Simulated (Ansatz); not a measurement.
# Mg3Te2O: a trial structure relaxed

Aim: relax a trial structure of Mg3Te2O and see where it ends.

Program: Ansatz 0.2.0. Level of theory: DFT PBE, scalar-relativistic, plane waves, PAW. These are calculated values, not measurements.

### 1 The structure to begin with

It takes space group P6/mmm (No. 191, hexagonal). Conventional cell: a = 4.793 Å, b = 4.793 Å, c = 7.519 Å, α = 90.00°, β = 90.00°, γ = 120.00°. Around Mg (site symmetry mmm) lie 4 Mg at 2.40 Å and 2 O at 2.40 Å. Around Te (site symmetry -6m2) lie 3 Te at 2.77 Å. O (site symmetry 6/mmm) is surrounded by 6 Mg at 2.40 Å.

As a file:

```
CELL_PARAMETERS angstrom
4.79268 0.00000 0.00000
-2.39634 4.15058 0.00000
0.00000 0.00000 7.51884
ATOMIC_POSITIONS crystal
Mg 0.50000 0.00000 0.00000
Mg 0.00000 0.50000 0.00000
Mg 0.50000 0.50000 0.00000
Te 0.33333 0.66667 0.50000
Te 0.66667 0.33333 0.50000
O 0.00000 0.00000 0.00000
```

Recipe of the guess: random cell by space group and Wyckoff sites (P6/mmm, No. 191). Lengths come from tabulated atomic sizes and are only a guess.

### 2 The guess as it stands, on a coarse mesh

input.yaml reads:

```yaml
crystal:
  lattice:
    - [4.79268136, 0.0, 0.0]
    - [-2.39634068, 4.15058381, 0.0]
    - [0.0, 0.0, 7.51884033]
  atoms:
    - { symbol: Mg, position: [0.5, 0.0, 0.0] }
    - { symbol: Mg, position: [0.0, 0.5, 0.0] }
    - { symbol: Mg, position: [0.5, 0.5, 0.0] }
    - { symbol: Te, position: [0.33333333, 0.66666667, 0.5] }
    - { symbol: Te, position: [0.66666667, 0.33333333, 0.5] }
    - { symbol: O, position: [0.0, 0.0, 0.0] }
basis:
  ecutwfc: 420
kpoints:
  mp_grid: { grid: [6, 6, 2] }
hamiltonian:
  xc: pbe
scf:
  occupations: { method: gaussian, width: 0.1 }
  lower_state_search: "off"
output:
  forces: true
  stress: true
  eigenvalues: true
```

On the command line:

```
$ ansatz run input.yaml --threads 1 --pin off --max-ram 2560MiB --backend cpu --events-out ev --progress --plain --runs-dir out
```

The session goes on with these runs: coarse relaxation; relaxation on the finer mesh.

Q: Predict the outcome of this session. Wanted: conventional cell; volume; energy over the elements; gap on the mesh.

The runs gave:

| quantity | value |
| --- | --- |
| symmetry at the end (tolerance 0.05 Å) | space group P6/mmm (No. 191) |
| conventional cell | a = 5.586 Å, b = 5.586 Å, c = 5.366 Å, α = 90.00°, β = 90.00°, γ = 120.00° |
| volume | 24.17 Å³/atom |
| energy over the elements (uncorrected; H, N, O, F and Cl as molecules) | -0.08 eV/atom |
| gap on the mesh | none (metal) |

What this shows: The space group P6/mmm (No. 191) is kept, and the volume per atom shrinks by 3.1 % from the first guess. A negative formation energy is needed for stability but isn't enough; other structures and compounds were not set against it here. No finished test with a distortion of lower symmetry is shown, so the end may be a saddle point. Spin-orbit coupling is left out for Te.
